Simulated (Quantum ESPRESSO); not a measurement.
Crystal: Cu.

```
CELL_PARAMETERS angstrom
1.64000 2.31931 0.00000
-1.64000 2.31931 0.00000
0.00000 2.31931 1.80000
ATOMIC_POSITIONS crystal
Cu 0.00000 0.00000 0.00000
```

The cell was built by a generator and needn't be a form met in nature.

Base run:

* Program: Quantum ESPRESSO 7.5
* Functional: PBEsol
* Potentials or basis: GBRV 1.5 PBEsol
* Cutoff: 762 eV
* Density cutoff: 6095 eV
* k mesh: 16 × 16 × 16
* Occupations: methfessel-paxton, width 0.1 eV
* Spin: no spin polarisation

Its results: band gap on the k mesh none (metal or under the smearing width); pressure -15.2 GPa.

Task: The run is repeated on the same cell with these changes: functional from PBEsol to LDA; potentials or basis from GBRV 1.5 PBEsol to GBRV 1.5 LDA. What comes out?

Result: Band gap on the k mesh none (metal or under the smearing width); pressure -19.8 GPa.

Caveats: so large a pressure means that the cell lies far from this level's equilibrium, or that cutoff or potentials fall short.

Not every run made on this cell is shown here.
